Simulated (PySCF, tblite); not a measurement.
**C6H6BF2N+ (doublet): geometry, infrared bands and EPR parameters**

Aim: predict the infrared bands and EPR parameters of C6H6BF2N+ (doublet) (`[NH2+]c1ccccc1B(F)F`).

The runs use tblite 0.8.0 and PySCF 2.14.0, with density-fitted response routines of our own; the level of theory stands in each step. All values are computed, except where a source is named. Atoms are numbered from 0 throughout.

## (1) The starting structure

16 atoms, charge 1, multiplicity 2; geometry from: force field or distance geometry start.

Bonds of the start (Å): N0–C1 1.45, C1–C2 1.39, C2–C3 1.41, C3–C4 1.39, C4–C5 1.39, C5–C6 1.41, C6–B7 1.59, B7–F8 1.44, B7–F9 1.44, C6–C1 1.41, N0–H10 1.05, N0–H11 1.05, C2–H12 1.08, C3–H13 1.08, C4–H14 1.09, C5–H15 1.09.

## (2) Optimising the geometry with GFN2-xTB

Job settings and geometry (Å):

```
{"job": {"kind": "relax", "xc": "GFN2-xTB", "basis": "xTB"}, "charge": 1, "multiplicity": 2}
N      1.189200    -1.883400     0.138100
C      0.234200    -0.802600     0.013500
C     -1.114200    -1.102300    -0.156600
C     -2.059000    -0.061000    -0.283800
C     -1.644200     1.259800    -0.201500
C     -0.296800     1.565900    -0.029800
C      0.663000     0.543600     0.087000
B      2.185400     0.940000     0.299500
F      2.569400     2.324100     0.359200
F      3.201300    -0.075600     0.427200
H      1.111300    -2.465900    -0.727700
H      0.888600    -2.481400     0.948800
H     -1.461900    -2.126300    -0.202800
H     -3.101600    -0.302500    -0.418800
H     -2.372900     2.067400    -0.296600
H      0.000800     2.609100     0.033000
```

Started as:

```sh
$ OMP_NUM_THREADS=1 python probes_run.py task.json out
```

One launch serves the whole session: the jobs run in the order shown.

After this run come: Harmonic vibrations with GFN2-xTB; EPR parameters: B3LYP/pcH-1.

**Question.** After this job, these run on its result: GFN2-xTB harmonic vibrations, gas phase; UKS B3LYP, pcH-1 on B C F H N, non-relativistic, mean-field spin-orbit, GIAO. Predict these results of the whole session: strongest infrared band; zero-point energy (GFN2-xTB); g(iso) (B3LYP); ⟨S²⟩; largest a(iso) (averaged by class).

**Answer**, as computed:

| quantity | value |
| --- | --- |
| strongest infrared band | 1348 cm⁻¹, 320 km/mol |
| zero-point energy (GFN2-xTB) | 70.0 kcal/mol |
| g(iso) (B3LYP) | 2.00274 |
| ⟨S²⟩ | 0.770 (exact 0.75) |
| largest a(iso) (averaged by class) | 13C on C4, 32.8 MHz |

Over 80 steps the energy fell by 1.960 eV; of the bonds of the start, B7–F8 changed most, 1.438 to 1.299 Å. No mode is imaginary among the 42: a minimum at this level. The strongest single mode, at 1348 cm⁻¹, moves mainly B7 and F8. Unscaled tight-binding wavenumbers are off by several per cent, some by more. Its intensities can rank the bands wrongly. C4 carries the largest spin population, 0.41 e. The isotropic g lies 0.4 ppt above the free-electron value.
